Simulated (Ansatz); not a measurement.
# C₃H₉InSSi: ionisation energy by level of theory

The task here is to estimate one member of a computed series from the others.

Computed with Ansatz 0.2.0, Gaussian basis. Level: unrestricted cation, the program's frozen cores in correlated methods.

Levels to be run: UKS PBE-D4/def2-TZVPP; UKS r2SCAN-D4/def2-TZVPP; UKS PBE0-D4/def2-TZVPP; UKS B3LYP-D4/def2-TZVPP; UKS wB97X-V/def2-TZVPP; UKS wB97M-V/def2-TZVPP; UKS B2PLYP/def2-TZVPP; UHF-CCSD(T)/def2-TZVPP; UHF-MP2/def2-QZVPP; extrapolation to the limit; then −ε(HOMO) from the neutral's earlier runs with LDA (SPW92), PBE-D4, revPBE-D4, BLYP-D4, r2SCAN-D4, B97M-V, PBE0-D4, B3LYP-D4, r2SCANh-D4, r2SCAN0-D4, HSE06-D4, BHLYP-D4, CAM-B3LYP-D4, LC-ωPBE, ωB97X-V, ωB97M-V.

## Structure used throughout

An earlier PBE0-D4 in a triple-zeta def2 set relaxation fixed the geometry. In takes the def2 core potential; no spin-orbit term is included.

SMILES `C/C=[C](\[InH2])[SiH2]S`, 15 atoms, charge 0, spin multiplicity 1.

Atoms are counted from 1 here; the program's logs count them from 0.

Bond lengths: C1–C2 1.491 Å, C1–H7 1.095 Å, C1–H8 1.092 Å, C1–H9 1.095 Å, C2–C3 1.334 Å, C2–H10 1.095 Å, C3–In4 2.191 Å, C3–Si5 1.828 Å, In4–H11 1.724 Å, In4–H12 1.726 Å, Si5–S6 2.195 Å, Si5–H13 1.489 Å, Si5–H14 1.486 Å, S6–H15 1.345 Å. Angles: C2–C1–H7 110.9°, C2–C1–H8 111.8°, C2–C1–H9 110.7°, H7–C1–H8 108.4°, H7–C1–H9 106.5°, H8–C1–H9 108.3°, C1–C2–C3 126.2°, C1–C2–H10 113.8°, C3–C2–H10 120.0°, C2–C3–In4 129.7°, C2–C3–Si5 126.1°, In4–C3–Si5 103.5°, C3–In4–H11 118.5°, C3–In4–H12 117.5°, H11–In4–H12 123.3°, C3–Si5–S6 101.5°, C3–Si5–H13 118.7°, C3–Si5–H14 114.5° and more.

Set-up of the first run:

in.yaml reads:

```yaml
crystal:
  periodic: [false, false, false]
  atoms:
    - {symbol: C, position_ang: [0.912875, -1.068144, 2.013154]}
    - {symbol: C, position_ang: [1.079933, -0.073124, 0.915772]}
    - {symbol: C, position_ang: [0.323063, 0.026622, -0.178538]}
    - {symbol: In, position_ang: [-1.547595, -0.995439, -0.685886]}
    - {symbol: Si, position_ang: [0.489152, 1.288152, -1.491104]}
    - {symbol: S, position_ang: [-1.600652, 1.554030, -2.107665]}
    - {symbol: H, position_ang: [0.805466, -0.567766, 2.981015]}
    - {symbol: H, position_ang: [0.038783, -1.703789, 1.853848]}
    - {symbol: H, position_ang: [1.796451, -1.710681, 2.090971]}
    - {symbol: H, position_ang: [1.916698, 0.616630, 1.068368]}
    - {symbol: H, position_ang: [-1.551890, -2.090462, -2.017068]}
    - {symbol: H, position_ang: [-2.864412, -0.843320, 0.419546]}
    - {symbol: H, position_ang: [1.077264, 2.610508, -1.140910]}
    - {symbol: H, position_ang: [1.096863, 0.790299, -2.752012]}
    - {symbol: H, position_ang: [-1.971988, 2.166484, -0.969492]}
basis:
  gaussian: {orbitals: def2-TZVPP}
total_charge: 1
magnetization: {spin_polarized: true, initial_magnetization: 1}
hamiltonian: {xc: pbe, dispersion: d4}
```

Command:

```console
ansatz run in.yaml --threads 2 --pin off --events-out ev --progress --plain --max-ram 20480MiB --backend cuda --devices 0, --max-vram 18GiB
```

Steps of the session up to this table: Cation, UKS PBE-D4/def2-TZVPP; Cation, UKS r2SCAN-D4/def2-TZVPP; Cation, UKS PBE0-D4/def2-TZVPP; Cation, UKS B3LYP-D4/def2-TZVPP; Cation, UKS wB97X-V/def2-TZVPP; Cation, UKS wB97M-V/def2-TZVPP; Cation, UKS B2PLYP (frozen core)/def2-TZVPP; Cation, UHF-CCSD(T)/def2-TZVPP; Cation, UHF-MP2/def2-QZVPP.

One of the session's tables, all rows but one given; the rest of the session is left out.

It belongs to the step «Ionisation energies side by side». Orbital estimates, from the neutral's runs:

```
  functional  −ε(HOMO) (eV)
 LDA (SPW92)           5.99
      PBE-D4           5.86
   revPBE-D4           5.81
     BLYP-D4           5.73
   r2SCAN-D4              ?
      B97M-V           6.16
     PBE0-D4           6.96
    B3LYP-D4           6.77
  r2SCANh-D4           6.47
  r2SCAN0-D4           7.09
    HSE06-D4           6.57
    BHLYP-D4           7.98
CAM-B3LYP-D4           8.23
     LC-ωPBE           9.51
     ωB97X-V           9.19
     ωB97M-V           9.07
```

Estimate the missing values for r2SCAN-D4.

Worked estimate for «−ε(HOMO) (eV)». Against the share of exact exchange, r2SCANh-D4 (0.1, 6.47), r2SCAN0-D4 (0.25, 7.09) give a slope of 4.13 per unit share; at 0 the line stands at 6.06.

The run gave: −ε(HOMO) (eV): 6.06. In «−ε(HOMO) (eV)» the line misses by 0.00.
